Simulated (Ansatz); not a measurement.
# GaP₂H₅: small, medium and large basis sets

How large a basis does GaP₂H₅ need? Two functionals are run in growing sets.

The runs use Ansatz 0.2.0, Gaussian basis; one geometry, several basis sets.

Plan: PBE0-D4/def2-SVP; ωB97M-V/def2-SVP; PBE0-D4/def2-QZVPP; ωB97M-V/def2-QZVPP; the functionals' def2-TZVPP values are taken from earlier runs.

**1. The relaxed structure**

All runs share one geometry, relaxed beforehand with PBE0-D4 in a triple-zeta def2 set.

SMILES `P[PH][GaH2]`, 8 atoms, charge 0, spin multiplicity 1.

Atoms are counted from 1 here; the program's logs count them from 0.

Bond lengths: P1–P2 2.236 Å, P1–H4 1.410 Å, P1–H5 1.411 Å, P2–Ga3 2.360 Å, P2–H6 1.422 Å, Ga3–H7 1.564 Å, Ga3–H8 1.561 Å. Angles: P2–P1–H4 102.7°, P2–P1–H5 101.2°, H4–P1–H5 99.1°, P1–P2–Ga3 68.0°, P1–P2–H6 90.7°, Ga3–P2–H6 92.0°, P2–Ga3–H7 114.8°, P2–Ga3–H8 119.1°, H7–Ga3–H8 126.1°.

**2. PBE0-D4 in def2-SVP**

File in.yaml:

```yaml
crystal:
  periodic: [false, false, false]
  atoms:
    - {symbol: P, position_ang: [-0.729543, 0.271759, -0.929538]}
    - {symbol: P, position_ang: [0.486656, 1.285627, 0.649359]}
    - {symbol: Ga, position_ang: [0.961684, -1.021702, 0.514780]}
    - {symbol: H, position_ang: [-2.026310, 0.772094, -0.690246]}
    - {symbol: H, position_ang: [-0.400388, 1.041232, -2.065874]}
    - {symbol: H, position_ang: [-0.543337, 1.067390, 1.605885]}
    - {symbol: H, position_ang: [2.064757, -1.405023, -0.525316]}
    - {symbol: H, position_ang: [0.186491, -2.011378, 1.440942]}
basis:
  gaussian: {orbitals: def2-SVP}
hamiltonian: {xc: pbe0, dispersion: d4}
output: {orbitals: {seedname: orbitals}}
```

Command:

```console
$ ansatz run in.yaml --threads 2 --pin off --events-out ev --progress --plain --max-ram 4352MiB
```

Further steps of the session: ωB97M-V in def2-SVP; PBE0-D4 in def2-QZVPP; ωB97M-V in def2-QZVPP.

Before running them: what should the planned runs give, taken together? Wanted: PBE0-D4: double and triple zeta above quadruple; ωB97M-V: double and triple zeta above quadruple.

The runs gave:

| quantity | value |
| --- | --- |
| PBE0-D4: double and triple zeta above quadruple | 15.02, 1.77 eV |
| ωB97M-V: double and triple zeta above quadruple | 14.95, 1.71 eV |

In words: For PBE0-D4 the step from double to triple zeta gains 13.25 eV and the next only 1.77 eV. These are total energies; as a rule much of such shifts cancels in differences, which this series doesn't test.
